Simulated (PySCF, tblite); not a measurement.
**C₆H₁₂FO radical: geometry, infrared bands and EPR parameters**

Aim: predict the infrared bands and EPR parameters of C₆H₁₂FO radical (`CC(C)([CH]O)CCF`).

The runs use tblite 0.8.0 and PySCF 2.14.0, with density-fitted response routines of our own; the level of theory stands in each step. All values are computed, except where a source is named. Atoms are numbered from 0 throughout.

## Step 1: Starting geometry

20 atoms, charge 0, multiplicity 2; geometry from: force field or distance geometry start.

Bonds of the start (Å): C0–C1 1.54, C1–C2 1.47, C1–C3 1.52, C3–O4 1.36, C1–C5 1.47, C5–C6 1.49, C6–F7 1.40, C0–H8 1.11, C0–H9 1.11, C0–H10 1.11, C2–H11 1.14, C2–H12 1.08, C2–H13 1.10, C3–H14 1.08, O4–H15 1.00, C5–H16 1.13, C5–H17 1.12, C6–H18 1.10, C6–H19 1.10.

## Step 2: Optimising the geometry with GFN2-xTB

The job: settings as JSON, then the geometry in Å.

```
{"job": {"kind": "relax", "xc": "GFN2-xTB", "basis": "xTB"}, "charge": 0, "multiplicity": 2}
C     -1.162000     0.068100     1.383100
C     -0.332300    -0.240000     0.127900
C     -0.306500    -1.703700    -0.034000
C     -1.128600     0.373400    -1.007400
O     -1.148400     1.735200    -0.999500
C      0.944400     0.462500     0.352300
C      2.007800     0.365700    -0.687900
F      3.100100     1.112300    -0.242200
H     -2.124200    -0.472200     1.256100
H     -1.286900     1.175700     1.381100
H     -0.571300    -0.302200     2.242700
H     -0.958600    -1.949400    -0.933100
H      0.649200    -2.190300    -0.190900
H     -0.790900    -2.209000     0.820700
H     -0.987300    -0.114500    -1.963800
H     -2.079500     2.024600    -0.792100
H      0.700100     1.566400     0.431800
H      1.355000     0.192900     1.355200
H      2.404800    -0.652400    -0.837300
H      1.709800     0.767400    -1.665600
```

Run with:

```bash
OMP_NUM_THREADS=1 python probes_run.py task.json out
```

The driver reads the jobs from task.json and runs them one after another.

**Question.** This job is followed by: GFN2-xTB harmonic vibrations, gas phase; UKS B3LYP, pcH-1 on C F H O, non-relativistic, mean-field spin-orbit, GIAO. Predict these results of the whole session: strongest single infrared mode (GFN2-xTB); zero-point energy (GFN2-xTB); g(iso) (B3LYP); ⟨S²⟩; largest a(iso) (averaged by class); surface potential, 1st and 99th percentile.

**Answer**, as computed:

| quantity | value |
| --- | --- |
| strongest single infrared mode (GFN2-xTB) | 434 cm⁻¹, 141 km/mol |
| zero-point energy (GFN2-xTB) | 105.3 kcal/mol |
| g(iso) (B3LYP) | 2.00319 |
| ⟨S²⟩ | 0.754 (exact 0.75) |
| largest a(iso) (averaged by class) | 13C on C3, 113.2 MHz |
| surface potential, 1st and 99th percentile | -1.24 V and 2.30 V |

**Reading.** Relaxing lowered the energy by 0.978 eV in 147 steps; the close pair that moved most is C1–C5, from 1.474 to 1.554 Å. No mode is imaginary among the 54: a minimum at this level. The strongest single mode, at 434 cm⁻¹, moves mainly H15 and H14. Unscaled tight-binding wavenumbers are off by several per cent, some by more. Its intensities can rank the bands wrongly. Most of the unpaired spin sits on C3 (0.90 e). The isotropic g lies 0.9 ppt above the free-electron value.
